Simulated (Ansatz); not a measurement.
# AlFGeH4: ionisation energy by level of theory

The task here is to estimate one member of a computed series from the others.

Method: unrestricted cation, the program's frozen cores in correlated methods; program: Ansatz 0.2.0, Gaussian basis.

The runs, in order: UKS PBE-D4/def2-TZVPP; UKS r2SCAN-D4/def2-TZVPP; UKS PBE0-D4/def2-TZVPP; UKS B3LYP-D4/def2-TZVPP; UKS wB97X-V/def2-TZVPP; UKS wB97M-V/def2-TZVPP; UKS B2PLYP (frozen core with filled d shells)/def2-TZVPP; UHF-CCSD(T) with filled d shells/def2-TZVPP; UHF-MP2 with filled d shells/def2-QZVPP; extrapolation to the limit; then −ε(HOMO) from the neutral's earlier runs with LDA (SPW92), PBE-D4, revPBE-D4, BLYP-D4, r2SCAN-D4, B97M-V, PBE0-D4, B3LYP-D4, r2SCANh-D4, r2SCAN0-D4, HSE06-D4, BHLYP-D4, CAM-B3LYP-D4, LC-ωPBE, ωB97X-V, ωB97M-V.

## The relaxed structure

The geometry comes from an earlier relaxation with PBE0-D4 in a triple-zeta def2 set; it is a stationary point, not always the lowest conformer.

SMILES `[F][GeH2][AlH2]`, 7 atoms, charge 0, spin multiplicity 1.

Atoms are counted from 1 here; the program's logs count them from 0.

Bond lengths: F1–Ge2 1.758 Å, Ge2–Al3 2.493 Å, Ge2–H4 1.546 Å, Ge2–H5 1.546 Å, Al3–H6 1.587 Å, Al3–H7 1.583 Å. Angles: F1–Ge2–Al3 108.2°, F1–Ge2–H4 104.5°, F1–Ge2–H5 104.5°, Al3–Ge2–H4 115.6°, Al3–Ge2–H5 115.7°, H4–Ge2–H5 107.3°, Ge2–Al3–H6 118.2°, Ge2–Al3–H7 120.5°, H6–Al3–H7 121.3°.

The first run:

in.yaml

```yaml
crystal:
  periodic: [false, false, false]
  atoms:
    - {symbol: F, position_ang: [-2.229174, 0.085229, 0.223533]}
    - {symbol: Ge, position_ang: [-0.744055, -0.302557, -0.633193]}
    - {symbol: Al, position_ang: [1.179826, 0.371083, 0.802720]}
    - {symbol: H, position_ang: [-0.856087, -1.814147, -0.935461]}
    - {symbol: H, position_ang: [-0.868363, 0.445699, -1.979881]}
    - {symbol: H, position_ang: [2.647673, 0.124503, 0.252787]}
    - {symbol: H, position_ang: [0.931479, 1.022090, 2.223794]}
basis:
  gaussian: {orbitals: def2-TZVPP}
total_charge: 1
magnetization: {spin_polarized: true, initial_magnetization: 1}
hamiltonian: {xc: pbe, dispersion: d4}
```

Among the steps run: Cation, UKS PBE-D4/def2-TZVPP; Cation, UKS r2SCAN-D4/def2-TZVPP; Cation, UKS PBE0-D4/def2-TZVPP; Cation, UKS B3LYP-D4/def2-TZVPP; Cation, UKS wB97X-V/def2-TZVPP; Cation, UKS wB97M-V/def2-TZVPP; Cation, UKS B2PLYP (frozen core with filled d shells)/def2-TZVPP; Cation, UHF-CCSD(T) with filled d shells/def2-TZVPP; Cation, UHF-MP2 with filled d shells/def2-QZVPP.

One of the session's tables, all rows but one given; the rest of the session is left out.

It belongs to the step «Ionisation energies side by side». Orbital estimates, from the neutral's runs:

```
  functional  −ε(HOMO) (eV)
 LDA (SPW92)           6.73
      PBE-D4           6.64
   revPBE-D4           6.60
     BLYP-D4           6.52
   r2SCAN-D4           6.92
      B97M-V              ?
     PBE0-D4           7.80
    B3LYP-D4           7.61
  r2SCANh-D4           7.35
  r2SCAN0-D4           7.98
    HSE06-D4           7.41
    BHLYP-D4           8.85
CAM-B3LYP-D4           9.07
     LC-ωPBE          10.35
     ωB97X-V          10.04
     ωB97M-V           9.82
```

**Question.** Estimate the row for B97M-V.

As computed: −ε(HOMO) (eV): 7.03. In the column «−ε(HOMO) (eV)» it lies between r2SCAN-D4 (6.92) and r2SCANh-D4 (7.35).
